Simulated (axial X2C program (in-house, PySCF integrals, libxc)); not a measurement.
# ZrF: EOM-IP-CCSD levels

Aim: EOM-IP-CCSD levels of ZrF, with spin–orbit coupling in the Hamiltonian from the start.

Computed with an in-house X2C program for linear molecules on PySCF integrals. Level: two-component X2C with atomic mean-field terms, Zr dyall-acv3z, F dyall-av3z.

All values are calculated.

## 1. The job

Contents of task.json:

```json
{"zs": [40, 9], "q": 0, "bas": ["dyall-acv3z", "dyall-av3z"], "r0": 2.18, "eom": "ip", "rq": -1, "thr": -2.0, "nmax": 95, "grid": [1, 0.96, 1.045, 0.92, 1.09, 1.15]}
```

Keys: zs atomic numbers; q charge; bas basis sets; r0 starting distance in Å; eom kind of EOM run; thr threshold in hartree for freezing inner shells (an s shell follows its p shell); nmax most natural virtual spinors; grid distances as factors.

Run with:

```
$ python soeom.py task.json out
```

Nuclei are Gaussian, cores are contracted, and the Gaunt term is on.

## 2. EOM-IP-CCSD at 1.924 Å

Reference: the closed shell ZrF⁻; 20 electrons correlated, 82 virtual spinors; roots sought by Ω: 1/2: 4, 3/2: 3, 5/2: 1.

Output:

```text
two-component X2C + atomic mean field  HF
basis functions 224  fitting functions 1034  grid points 5080
iter        total energy     max residual
   1      -3694.452797577     4.00e-01
   2      -3694.481265459     1.18e-02
   3      -3694.484200338     4.89e-02
   4      -3694.485379142     1.34e-02
   5      -3694.485687596     6.03e-03
   6      -3694.485729230     2.29e-03
   7      -3694.485753807     9.36e-04
   8      -3694.485769982     1.80e-03
   9      -3694.485790601     1.70e-03
  10      -3694.485807448     5.69e-04
  11      -3694.485824460     6.02e-04
  12      -3694.485838896     1.19e-03
  13      -3694.485848180     8.44e-04
  14      -3694.485851514     2.29e-04
  15      -3694.485852256     6.28e-05
  16      -3694.485852422     8.31e-05
  17      -3694.485852480     3.40e-05
  18      -3694.485852498     5.21e-06
  19      -3694.485852501     9.25e-06
  20      -3694.485852501     3.42e-06
  21      -3694.485852501     3.07e-07
converged
one-electron -5309.11303580  Coulomb 1640.45533145  exact exchange -123.23814585  xc functional 0.00000000  nuclear repulsion 99.01444695  atomic mean-field constant -1.60444926
correlated 20  virtual 324  natural virtual 82  E(MP2) -0.633923734  MP2 remainder -0.102766110
iter   CCSD correlation   residual
   1     -0.526821627   2.05e-01
   2     -0.542356124   1.09e-01
   3     -0.548061396   6.16e-02
   4     -0.548112822   2.68e-02
   5     -0.548398603   1.56e-02
   6     -0.548633840   8.47e-03
   7     -0.548681065   5.23e-03
   8     -0.548738579   3.20e-03
   9     -0.548734736   1.95e-03
  10     -0.548746779   9.97e-04
  11     -0.548731794   6.28e-04
  12     -0.548733776   4.79e-04
  13     -0.548729766   3.98e-04
  14     -0.548729646   3.37e-04
  15     -0.548729353   2.62e-04
  16     -0.548729921   1.83e-04
  17     -0.548729980   1.05e-04
  18     -0.548729909   6.61e-05
  19     -0.548729393   4.73e-05
  20     -0.548729701   3.14e-05
  21     -0.548729057   2.11e-05
  22     -0.548729091   1.33e-05
  23     -0.548728916   8.00e-06
  24     -0.548728864   5.67e-06
  25     -0.548728848   4.53e-06
(T) -0.020200438  T1 0.0431  D1 0.1141  max T2 0.172
EOM-IP-CCSD roots
2*Omega      energy/Eh   energy/eV  one-particle weight
    1       0.05124110      1.3943      0.937
    1       0.13873190      3.7751      0.007
    1       0.14300311      3.8913      0.011
    1       0.15187667      4.1328      0.000
    3       0.04193808      1.1412      0.870
    3       0.12473395      3.3942      0.000
    3       0.13292325      3.6170      0.000
    5       0.14930451      4.0628      0.000
```

T1 in the output is the amplitude norm over the root of the electron number; divide by √2 for the Lee–Taylor value.

```tsv
Ω	vertical IE (eV)	above lowest (cm⁻¹)	spinor	weight
3/2	1.141	0	98% Zr dδ	0.87
1/2	1.394	2040	80% Zr sσ, 12% Zr pσ	0.94
```

Run time: 36 s. Hardware: 1 thread of Intel Xeon Platinum 8375C at 2.90GHz (Ice Lake), shared host; peak memory 1.2 GiB.

## 3. EOM-IP-CCSD at 1.847 Å

```tsv
Ω	vertical IE (eV)	above lowest (cm⁻¹)	spinor	weight
3/2	0.999	0	98% Zr dδ	0.87
1/2	1.329	2670	81% Zr sσ, 11% Zr pσ	0.94
```

Wall time 40 s (1 thread of Intel Xeon Platinum 8375C at 2.90GHz (Ice Lake), shared host); peak memory 1.2 GiB.

## 4. EOM-IP-CCSD at 2.011 Å

```tsv
Ω	vertical IE (eV)	above lowest (cm⁻¹)	spinor	weight
3/2	1.302	0	97% Zr dδ	0.87
1/2	1.469	1340	80% Zr sσ, 12% Zr pσ	0.94
```

It took 39 s on 1 thread of Intel Xeon Platinum 8375C at 2.90GHz (Ice Lake), shared host; peak memory 1.2 GiB.

## 5. Outcome

| quantity | value |
| --- | --- |
| lowest root at 1.924 Å | Ω = 3/2, 1.141 eV |
| next root led by one particle | Ω = 1/2, about 2040 cm⁻¹ higher |
| T1 of the reference | 0.031 |

**Reading.** Removing an electron from the reference determinant of ZrF⁻ costs 1.14 eV and empties a spinor of 98% Zr dδ. The closed-shell reference lies 0.69 eV above the lowest determinant found, so these energies count from an excited configuration. Errors of 0.1 to 0.3 eV are usual at this size, and roots led by higher excitations are left out, so the list is incomplete, and low states of that kind can be missing. T1 or the largest double amplitude of the reference is raised, which lowers the reliability.
